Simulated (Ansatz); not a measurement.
**SiGeH₄+ (doublet): wave-function methods side by side, cc-pVDZ**

Aim: climb from Hartree-Fock through coupled cluster and multireference methods for SiGeH₄+ (doublet) at one geometry and basis, and see what each rung misses.

The runs use Ansatz 0.2.0, Gaussian basis; cc-pVDZ, correlated electrons: outside noble gas.

Plan: UHF; CCSD(T) on ROHF; CCSD(T) on UHF; BCCD(T) on ROHF; CISD; CCSDT(Q) on ROHF; CCSDT(Q) on UHF; CASSCF and NEVPT2, 11 electrons in 12 orbitals.

### 1 The geometry

The geometry is a PBE0/def2-TZVP stationary point (not a proven minimum) of the parent state, kept for this charge and spin. No spin-orbit coupling is included. The filled d shell of Ge may be among the frozen orbitals whatever the setting's name suggests; the logs give the count.

6 atoms, charge 1, spin multiplicity 2.

Atoms are counted from 1 here; the program's logs count them from 0.

Bond lengths: Si1–Ge2 2.457 Å, Si1–H3 1.489 Å, Si1–H4 1.494 Å, Si1–H5 1.494 Å, Ge2–H6 1.593 Å. Angles: Ge2–Si1–H3 118.9°, Ge2–Si1–H4 107.4°, Ge2–Si1–H5 107.4°, H3–Si1–H4 107.9°, H3–Si1–H5 107.9°, H4–Si1–H5 106.6°, Si1–Ge2–H6 92.7°.

In the tables R marks a restricted open-shell determinant and U an unrestricted one; 'valence' is the active space of 11 electrons in 12 orbitals; correlation energies count from the lowest restricted Hartree-Fock solution.

### 2 UHF

File in.yaml:

```yaml
crystal:
  periodic: [false, false, false]
  atoms:
    - {symbol: Si, position_ang: [0.000000, 0.027795, 1.712649]}
    - {symbol: Ge, position_ang: [0.000000, -0.030704, -0.744071]}
    - {symbol: H, position_ang: [0.000000, 1.348061, 2.400385]}
    - {symbol: H, position_ang: [1.197551, -0.733921, 2.178541]}
    - {symbol: H, position_ang: [-1.197551, -0.733921, 2.178541]}
    - {symbol: H, position_ang: [0.000000, 1.558094, -0.855589]}
basis:
  gaussian: {orbitals: cc-pVDZ}
total_charge: 1
magnetization: {spin_polarized: true, initial_magnetization: 1}
hamiltonian: {xc: hf}
output: {orbitals: {seedname: orbitals}}
```

Command:

```
$ ansatz run in.yaml --threads 1 --pin off --events-out ev --progress --plain --max-ram 4096MiB --backend cpu
```

Further steps of the session: CCSD(T) on ROHF; CCSD(T) on UHF; BCCD(T) on ROHF; CISD; CCSDT(Q) on ROHF; CCSDT(Q) on UHF; CASSCF and NEVPT2, 11 electrons in 12 orbitals.

Before running them: what should the planned runs give, taken together? Wanted: correlation energy, UCCSDT(Q); RMP2 from UCCSDT(Q); UMP2 from UCCSDT(Q); RCCSD from UCCSDT(Q); RCCSD(T) from UCCSDT(Q); UCCSD(T) from UCCSDT(Q); RCCSDT(Q) from UCCSDT(Q); NEVPT2 valence from UCCSDT(Q); T1 diagnostic.

The runs gave:

| quantity | value |
| --- | --- |
| correlation energy, UCCSDT(Q) | -5.7763 eV |
| RMP2 from UCCSDT(Q) | +133.4 kJ/mol |
| UMP2 from UCCSDT(Q) | +133.7 kJ/mol |
| RCCSD from UCCSDT(Q) | +17.8 kJ/mol |
| RCCSD(T) from UCCSDT(Q) | +4.2 kJ/mol |
| UCCSD(T) from UCCSDT(Q) | +3.9 kJ/mol |
| RCCSDT(Q) from UCCSDT(Q) | +0.4 kJ/mol |
| NEVPT2 valence from UCCSDT(Q) | +99.0 kJ/mol |
| levels of the table within 1 kcal/mol (43 meV) | UCCSD(T), BCCD(T), RCCSDT, UCCSDT, RCCSDT(Q) |
| T1 diagnostic | 0.027 |
| effectively unpaired electrons | 1.04 |

In words: RCCSD(T) misses by +4.2 kJ/mol, 0.8 % of the correlation energy. One determinant dominates. These misses are within one basis, not against nature; the frozen cores of restricted and unrestricted runs differ, which can shift their rows.
